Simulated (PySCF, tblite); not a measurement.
# C5H11N3Si: geometry, infrared bands and NMR shifts

What infrared bands and NMR shifts should C5H11N3Si (`CC(C)c1cnn([SiH3])n1`) show?

Computed with tblite 0.8.0 and PySCF 2.14.0, with density-fitted response routines of our own, on a single molecule in the gas phase. Atoms count from 0, in the outputs and in this text.

## 1. The starting structure

20 atoms, charge 0, multiplicity 1; geometry from: force field or distance geometry start.

Bonds of the start (Å): C0–C1 1.52, C1–C2 1.52, C1–C3 1.50, C3–C4 1.39, C4–N5 1.33, N5–N6 1.36, N6–Si7 1.79, N6–N8 1.36, N8–C3 1.35, C0–H9 1.10, C0–H10 1.10, C0–H11 1.09, C1–H12 1.12, C2–H13 1.10, C2–H14 1.09, C2–H15 1.10, C4–H16 1.09, Si7–H17 1.48, Si7–H18 1.50, Si7–H19 1.49.

## 2. Optimising the geometry with GFN2-xTB

What the job is given:

```
{"job": {"kind": "relax", "xc": "GFN2-xTB", "basis": "xTB"}, "charge": 0, "multiplicity": 1}
C     -2.350400    -0.847700    -0.513400
C     -1.381800    -0.236900     0.483700
C     -1.957900     1.016000     1.131100
C     -0.045100     0.036400    -0.140800
C      0.291100     0.889400    -1.186200
N      1.598100     0.832600    -1.442200
N      2.021900    -0.066600    -0.518700
Si     3.744300    -0.540400    -0.368100
N      1.070600    -0.588100     0.303600
H     -2.579200    -0.151600    -1.328000
H     -3.310500    -1.098000    -0.027700
H     -1.957300    -1.766000    -0.951000
H     -1.244800    -0.976200     1.307400
H     -2.906200     0.792500     1.633500
H     -1.282800     1.452100     1.870300
H     -2.168800     1.794700     0.390200
H     -0.340100     1.544200    -1.778500
H      4.494900     0.420900     0.472300
H      3.889100    -1.893000     0.252700
H      4.409700    -0.603700    -1.701800
```

Run with:

```sh
$ OMP_NUM_THREADS=1 python probes_run.py task.json out
```

This one command runs all jobs of the session in turn.

**Question.** This job is followed by: GFN2-xTB harmonic vibrations, gas phase; GIAO PBE0/pcSseg-1 NMR shielding, non-relativistic, gas phase. What will the session give for the following? strongest single infrared mode (GFN2-xTB); zero-point energy (GFN2-xTB); ¹³C shifts against TMS (PBE0/pcSseg-1, means over atoms taken as alike); ¹H shifts against TMS (PBE0/pcSseg-1, means over atoms taken as alike); ¹⁵N shifts against NH3 (PBE0/pcSseg-1); ²⁹Si shifts against TMS (PBE0/pcSseg-1).

The runs gave:

| quantity | value |
| --- | --- |
| strongest single infrared mode (GFN2-xTB) | 786 cm⁻¹, 439 km/mol |
| zero-point energy (GFN2-xTB) | 97.1 kcal/mol |
| ¹³C shifts against TMS (PBE0/pcSseg-1, means over atoms taken as alike) | 163.3, 139.1, 30.4, 26.4 ppm |
| ¹H shifts against TMS (PBE0/pcSseg-1, means over atoms taken as alike) | 7.85, 5.26, 3.25, 1.31 ppm |
| ¹⁵N shifts against NH3 (PBE0/pcSseg-1) | 386.6, 372.9, 263.0 ppm |
| ²⁹Si shifts against TMS (PBE0/pcSseg-1) | -46.3 ppm |

The optimisation took 32 steps and gained 0.323 eV; among the close pairs (by a distance rule), Si7–H18 changed most, from 1.495 to 1.457 Å. The lowest mode is imaginary (28i cm⁻¹), so the xTB geometry is not a minimum. The strongest single mode, at 786 cm⁻¹, is spread over several atoms, H19, H17, H18 among them. Unscaled tight-binding wavenumbers are off by several per cent, some by more. Its intensities can rank the bands wrongly. At PBE0/pcSseg-1: The widest tensor belongs to N5: span 544 ppm, with a paramagnetic part of -446 ppm. NICS(1)zz of -33 ppm above the planar ring from C3 marks a diatropic (aromatic) ring current.
